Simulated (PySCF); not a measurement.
# C3H8GeN2Si: the cost of one run

The runs use PySCF 2.14.0, with density-fitted response routines of our own; the level of theory stands in each step. All values are computed, except where a source is named. Atoms count from 0, in the outputs and in this text.

## Step 1: Starting geometry

15 atoms, charge 0, multiplicity 1; geometry from: GFN2-xTB.

Bonds of the start (Å): N0–C1 1.15, C1–C2 1.43, C2–C3 1.54, C3–Si4 1.91, Si4–N5 1.73, N5–Ge6 1.82, Ge6–C2 2.00, C2–H7 1.10, C3–H8 1.09, C3–H9 1.09, Si4–H10 1.47, Si4–H11 1.46, N5–H12 1.00, Ge6–H13 1.51, Ge6–H14 1.51.

## Step 2: Ultraviolet spectrum: B3LYP/def2-SVPD

Job settings and geometry (Å):

```
{"job": {"kind": "uv", "xc": "B3LYP", "basis": "def2-SVPD", "nstates": 8, "ntriplets": 3}, "charge": 0, "multiplicity": 1}
N      3.313138    -1.134567    -0.317159
C      2.311126    -0.704707     0.034077
C      1.044674    -0.172246     0.427050
C      0.627803     1.004239    -0.468941
Si    -1.237381     1.332132    -0.246859
N     -1.738371    -0.285903     0.108564
Ge    -0.426721    -1.529370     0.350652
H      1.122131     0.162385     1.468655
H      0.820083     0.739084    -1.510717
H      1.244203     1.876685    -0.249323
H     -1.486999     2.225417     0.892373
H     -1.855088     1.814651    -1.482349
H     -2.714589    -0.516646     0.160187
H     -0.361731    -2.493973    -0.812186
H     -0.666693    -2.309192     1.624063
```

With the program's defaults for keys left out, this is: TDDFT B3LYP/def2-SVPD, vertical, gas phase, core orbitals frozen in the response.

Run with:

```sh
> OMP_NUM_THREADS=1 python probes_run.py task.json out
```

One launch serves the whole session: the jobs run in the order shown.

Q: Estimate the wall time and peak memory of this job on 1 thread of Arm Neoverse N1, shared host.

About 99 s, with a peak of 0.93 GiB.
